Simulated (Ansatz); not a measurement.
# Si3H6O: one species, many methods

One table from this session's results is given with a row withheld; the runs are named, their logs left out.

Program: Ansatz 0.2.0, Gaussian basis. Level of theory: functionals in def2-TZVPP, the program's frozen cores in correlated methods. These are calculated values, not measurements.

Plan: LDA (SPW92), PBE-D4, revPBE-D4, BLYP-D4, r2SCAN-D4, B97M-V, PBE0-D4, B3LYP-D4, r2SCANh-D4, r2SCAN0-D4, HSE06-D4, BHLYP-D4, CAM-B3LYP-D4, LC-ωPBE, ωB97X-V, ωB97M-V, B2PLYP, PBE-QIDH; CCSD(T)/def2-SVP; CCSD(T)/def2-TZVPP; MP2/def2-QZVPP; extrapolation to the limit; RPA on PBE.

## The geometry

All runs share one geometry, relaxed beforehand with PBE0-D4 in a triple-zeta def2 set.

SMILES `[SiH3][SiH]1O[SiH2]1`, 10 atoms, charge 0, spin multiplicity 1.

Atoms are counted from 1 here; the program's logs count them from 0.

Bond lengths: Si1–Si2 2.334 Å, Si1–H5 1.488 Å, Si1–H6 1.488 Å, Si1–H7 1.486 Å, Si2–O3 1.707 Å, Si2–Si4 2.197 Å, Si2–H8 1.489 Å, O3–Si4 1.691 Å, Si4–H9 1.483 Å, Si4–H10 1.484 Å. Angles: Si2–Si1–H5 111.3°, Si2–Si1–H6 108.6°, Si2–Si1–H7 109.3°, H5–Si1–H6 108.9°, H5–Si1–H7 109.3°, H6–Si1–H7 109.4°, Si1–Si2–O3 114.7°, Si1–Si2–Si4 124.5°, Si1–Si2–H8 113.5°, O3–Si2–Si4 49.4°, O3–Si2–H8 112.9°, Si4–Si2–H8 121.5°, Si2–O3–Si4 80.6°, Si2–Si4–O3 50.0°, Si2–Si4–H9 124.5°, Si2–Si4–H10 124.4°, O3–Si4–H9 114.1°, O3–Si4–H10 114.2° and more.

The first run:

Input file in.yaml:

```yaml
crystal:
  periodic: [false, false, false]
  atoms:
    - {symbol: Si, position_ang: [-1.396932, 0.924992, -0.990216]}
    - {symbol: Si, position_ang: [-0.332816, -0.600695, 0.419094]}
    - {symbol: O, position_ang: [1.052366, -1.341076, -0.248960]}
    - {symbol: Si, position_ang: [1.779248, -0.481287, 1.013000]}
    - {symbol: H, position_ang: [-2.075650, 0.235697, -2.120792]}
    - {symbol: H, position_ang: [-2.414280, 1.670375, -0.200848]}
    - {symbol: H, position_ang: [-0.392845, 1.879096, -1.527716]}
    - {symbol: H, position_ang: [-1.264862, -1.575881, 1.048746]}
    - {symbol: H, position_ang: [2.411002, -1.339624, 2.044885]}
    - {symbol: H, position_ang: [2.717767, 0.577304, 0.565707]}
basis:
  gaussian: {orbitals: def2-TZVPP}
hamiltonian: {xc: lda}
output: {orbitals: {seedname: orbitals}}
```

Among the steps run: LDA; PBE-D4 (GGA); revPBE-D4 (GGA); BLYP-D4 (GGA); r2SCAN-D4 (meta-GGA); B97M-V (meta-GGA); PBE0-D4 (hybrid); B3LYP-D4 (hybrid); r2SCANh-D4 (hybrid); r2SCAN0-D4 (hybrid); HSE06-D4 (hybrid); BHLYP-D4 (hybrid); CAM-B3LYP-D4 (range-separated); LC-ωPBE (range-separated); ωB97X-V (range-separated); ωB97M-V (range-separated); B2PLYP (double hybrid); PBE-QIDH (double hybrid).

One table of the session follows, with a row left open; its other results are not shown here.

It belongs to the step «Orbital energies across the functionals». 

| functional | HOMO (eV) | gap (eV) |
| --- | --- | --- |
| LDA (SPW92) | -5.95 | 3.78 |
| PBE-D4 | -5.83 | 3.84 |
| revPBE-D4 | -5.78 | 3.87 |
| BLYP-D4 | -5.67 | 3.85 |
| r2SCAN-D4 | -6.04 | 4.25 |
| B97M-V | ? | ? |
| PBE0-D4 | -6.88 | 5.69 |
| B3LYP-D4 | -6.68 | 5.32 |
| r2SCANh-D4 | -6.42 | 4.92 |
| r2SCAN0-D4 | -7.01 | 5.93 |
| HSE06-D4 | -6.49 | 4.93 |
| BHLYP-D4 | -7.80 | 7.55 |
| CAM-B3LYP-D4 | -8.10 | 7.96 |
| LC-ωPBE | -9.36 | 10.27 |
| ωB97X-V | -9.05 | 9.89 |
| ωB97M-V | -8.87 | 9.43 |

**Question.** Estimate the row for B97M-V.

The run gave: HOMO (eV): -6.13; gap (eV): 4.17. In the column «HOMO (eV)» it lies between r2SCANh-D4 (-6.42) and r2SCAN-D4 (-6.04).
